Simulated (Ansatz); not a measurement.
# ScTa3B: the cost of one run

Computed with Ansatz 0.2.0 (DFT PBE, scalar-relativistic, plane waves, PAW, unless a step's input says otherwise).

1 further run of the same task is left out (it didn't finish).

## 1. The structure to begin with

Symmetry: Pm-3m, No. 221, cubic system. The conventional cell has a = 4.262 Å, b = 4.262 Å, c = 4.262 Å, α = 90.00°, β = 90.00°, γ = 90.00°. Sc (site symmetry m-3m) has 12 Pt at 3.01 Å as nearest neighbours. B (site symmetry m-3m) has 6 Pt at 2.13 Å as nearest neighbours. Pt (site symmetry 4/mmm) is surrounded by 2 B at 2.13 Å.

Coordinates:

```cif
data_structure
_symmetry_space_group_name_H-M 'P 1'
_symmetry_Int_Tables_number 1
_cell_length_a 4.2622
_cell_length_b 4.2622
_cell_length_c 4.2622
_cell_angle_alpha 90.000
_cell_angle_beta 90.000
_cell_angle_gamma 90.000
_cell_volume 77.43
loop_
_atom_site_label
_atom_site_type_symbol
_atom_site_fract_x
_atom_site_fract_y
_atom_site_fract_z
_atom_site_occupancy
Sc1 Sc 0.00000 0.00000 0.00000 1
B1 B 0.50000 0.50000 0.50000 1
Pt1 Pt 0.00000 0.50000 0.50000 1
Pt2 Pt 0.50000 0.50000 0.00000 1
Pt3 Pt 0.50000 0.00000 0.50000 1
```

The structure comes from the Materials Project (structure only).

## 2. One element swapped, cell strained: Pt → Ta, first probe

The change: Ta takes all sites of Pt, and lengths are scaled by 1.092 as a first guess of the size; strain xx, yy, zz, yz, xz, xy = -2.4, -2.4, -2.4, +0.0, +0.0, +0.0 %.

Input file input.yaml:

```yaml
crystal:
  lattice:
    - [4.5422899244, 0.0, 0.0]
    - [0.0, 4.5422899244, 0.0]
    - [0.0, 0.0, 4.5422899244]
  atoms:
    - { symbol: Sc, position: [0.0, 0.0, 0.0] }
    - { symbol: B, position: [0.5, 0.5, 0.5] }
    - { symbol: Ta, position: [0.0, 0.5, 0.5] }
    - { symbol: Ta, position: [0.5, 0.5, 0.0] }
    - { symbol: Ta, position: [0.5, 0.0, 0.5] }
basis:
  ecutwfc: 420
kpoints:
  mp_grid: { grid: [4, 4, 4] }
hamiltonian:
  xc: pbe
scf:
  occupations: { method: gaussian, width: 0.1 }
output:
  forces: true
  stress: true
  eigenvalues: true
```

Launch:

```bash
$ ansatz run input.yaml --threads 1 --pin off --max-ram 1331MiB --backend cpu --events-out ev --progress --plain --runs-dir out
```

**Question.** How long does this run take on 1 thread of an x86-64 CPU, shared host, and how much memory does it need?

About 3 s, with a peak of 0.38 GiB.
